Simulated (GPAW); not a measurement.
Input of a GPAW 26.7.0 run:

run.py

```python
from ase.dft.bandgap import bandgap
from ase.io import read, write
from ase.units import GPa
from gpaw import GPAW, PW

atoms = read('PmZr.xyz')
atoms.set_initial_magnetic_moments([4.0, 0.0])

calc = GPAW(mode=PW(800),
            xc='PBE',
            kpts={'size': (9, 9, 5), 'gamma': True},
            occupations={'name': 'fermi-dirac', 'width': 0.05},
            nbands=29,
            convergence={'density': 1e-05, 'energy': 1e-05},
            maxiter=150,
            txt='gpaw.txt')
atoms.calc = calc
energy = atoms.get_potential_energy()
forces = atoms.get_forces()
stress = atoms.get_stress()
calc.write('gs.gpw')
write('result.traj', atoms)
print(f'Energy: {energy:.6f} eV')
print('Forces (eV/A):')
print(forces.round(4))
print('Stress (GPa):', (stress / GPa).round(3))
print('Moments:', calc.get_magnetic_moments().round(3))
print('Fermi level:', round(calc.get_fermi_level(), 4), 'eV')
print(f'Gap: {bandgap(calc)[0]:.4f} eV, direct: {bandgap(calc, direct=True)[0]:.4f} eV')
```

PmZr.xyz

```xyz
2
Lattice="3.4010999993 0.0000000000 0.0000000000 -1.7005499996 2.9454390002 0.0000000000 0.0000000000 0.0000000000 5.5680240000" Properties=species:S:1:pos:R:3 pbc="T T T"
Pm     0.0152335269      0.0419430514      2.8396922400
Zr     1.6967356660      0.9431266224      0.0080402267
```

Potentials or basis: GPAW PAW data sets (gpaw-data 1.2.1), pw.

The run is started by

```console
$ OMP_NUM_THREADS=1 python run.py
```

(1) What does it give for the largest force?

(2) Predict the pressure.

Results:

(1) 0.166 eV/Å.

(2) -1.9 GPa.

Caveat: one-centre terms of the f shell are cut off; the magnetic or orbital state may not be the lowest; spin-orbit coupling is left out, which moves the levels of the heavy elements; without U or exact exchange the open f shell lies at the Fermi level, which spoils levels, moments and volumes.
